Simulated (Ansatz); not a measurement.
# TaNH+ (quintet): from Hartree-Fock to the top rungs, def2-TZVPP

One table from this session's results is given with a row withheld; the runs are named, their logs left out.

Method: def2-TZVPP, core rule «outside noble gas», up to 5 orbitals frozen; program: Ansatz 0.2.0, Gaussian basis.

The runs, in order: UHF; ROHF; CCSD(T) on UHF.

2 further runs of the same task are left out: 2 set aside as unsound or not needed.

## The system

The geometry is a PBE0/def2-TZVP stationary point (not a proven minimum) of the parent state, kept for this charge and spin. No spin-orbit coupling is included. Elements past krypton take def2 core potentials.

3 atoms, charge 1, spin multiplicity 5.

Atoms are counted from 1 here; the program's logs count them from 0.

Bond lengths: Ta1–N2 1.709 Å, N2–H3 1.016 Å. Angles: Ta1–N2–H3 180.0°.

Set-up of the first run:

Contents of in.yaml:

```yaml
crystal:
  periodic: [false, false, false]
  atoms:
    - {symbol: Ta, position_ang: [0.000000, 0.000000, 1.477728]}
    - {symbol: N, position_ang: [0.000000, 0.000000, -0.230873]}
    - {symbol: H, position_ang: [0.000000, 0.000000, -1.246855]}
basis:
  gaussian: {orbitals: def2-TZVPP}
total_charge: 1
magnetization: {spin_polarized: true, initial_magnetization: 4}
hamiltonian: {xc: hf}
output: {orbitals: {seedname: orbitals}}
```

On the command line:

```bash
$ ansatz run in.yaml --threads 1 --pin off --events-out ev --progress --plain --max-ram 4096MiB --backend cpu
```

Steps of the session up to this table: UHF; ROHF; CCSD(T) on UHF.

One of the session's tables, all rows but one given; the rest of the session is left out.

```
  method  from UCCSD(T) (kcal/mol)
    ROHF                   +170.02
     UHF                         ?
    UMP2                    +17.30
   UCCSD                     +6.89
UCCSD(T)                         0
```

Estimate the missing values for UHF.

As computed: from UCCSD(T) (kcal/mol): +165.09. In the column «from UCCSD(T) (kcal/mol)» it lies between UMP2 (+17.30) and ROHF (+170.02).
